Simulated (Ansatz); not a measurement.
**BeS (charge +1): vertical spin-state energies**

Wanted for BeS (charge +1): vertical spin-state energies.

All numbers are computed with the Python package of Ansatz 0.2.0. Level of theory: CAM-B3LYP/cc-pVDZ.

**1. The structure**

Bond lengths: Be1–S2 2.045 Å.

The script holds or builds the structure itself.

**2. Script**

spin.py

```python
import ansatz as az

GEOMETRY = """
Be    0.00000    0.00000    0.00000
S     0.00000    0.00000    2.04500
"""

molecule = az.Crystal.molecule()
for line in GEOMETRY.strip().splitlines():
    symbol, *xyz = line.split()
    molecule = molecule.atom(symbol, [float(v) for v in xyz])

calculation = (
    molecule.calculation()
    .basis(gaussian="cc-pVDZ")
    .functional("cam_b3lyp")
    .charge(1)
)
found = {}
for unpaired in [1, 3]:
    summary = calculation.spin("collinear", total=unpaired).run().report
    s = unpaired / 2
    found[unpaired] = summary["free_energy_ev"]
    print(f"2S+1 = {unpaired + 1}: E = {found[unpaired]:.5f} eV, <S^2> = {abs(summary['mean_field']['state']['spin_squared']):.3f} (pure state {s * (s + 1):.2f})")
lowest = min(found, key=found.get)
for unpaired, e in found.items():
    print(f"multiplicity {unpaired + 1}: {96.485332 * (e - found[lowest]):.1f} kJ/mol above the lowest")
```

**3. What the engine is handed**

The package turns the script's settings into the engine's input (first run):

```yaml
crystal:
  periodic: [false, false, false]
  atoms:
    - { symbol: Be, position_ang: [0.0, 0.0, 0.0] }
    - { symbol: S, position_ang: [0.0, 0.0, 2.045] }
basis:
  gaussian:
    orbitals: cc-pVDZ
hamiltonian:
  xc: cam_b3lyp
magnetization:
  spin_polarized: true
  initial_magnetization: 1.0
total_charge: 1.0
```

**4. Running it**

On the command line:

```bash
$ python spin.py
```

**Question.** Which spin state is lowest at this geometry, and how far above lie the others?

The runs gave:

```
        quantity             value
   runs compared                 2
          lowest  run 1 (2S+1 = 2)
next above it by          1.264 eV
```

What this shows: In order: multiplicity 2 (+0.00 eV) and multiplicity 4 (+1.26 eV), all at the one geometry. What to keep in mind:
- The geometry is a force-field or estimated start, not a minimum of this method, and the basis set is short of its limit. All parts are taken at fixed geometry, without zero-point energy.
- The run takes the species as open-shell (spin multiplicity 2), which needn't be its ground state.
- The spin state was assumed, and another may lie lower.
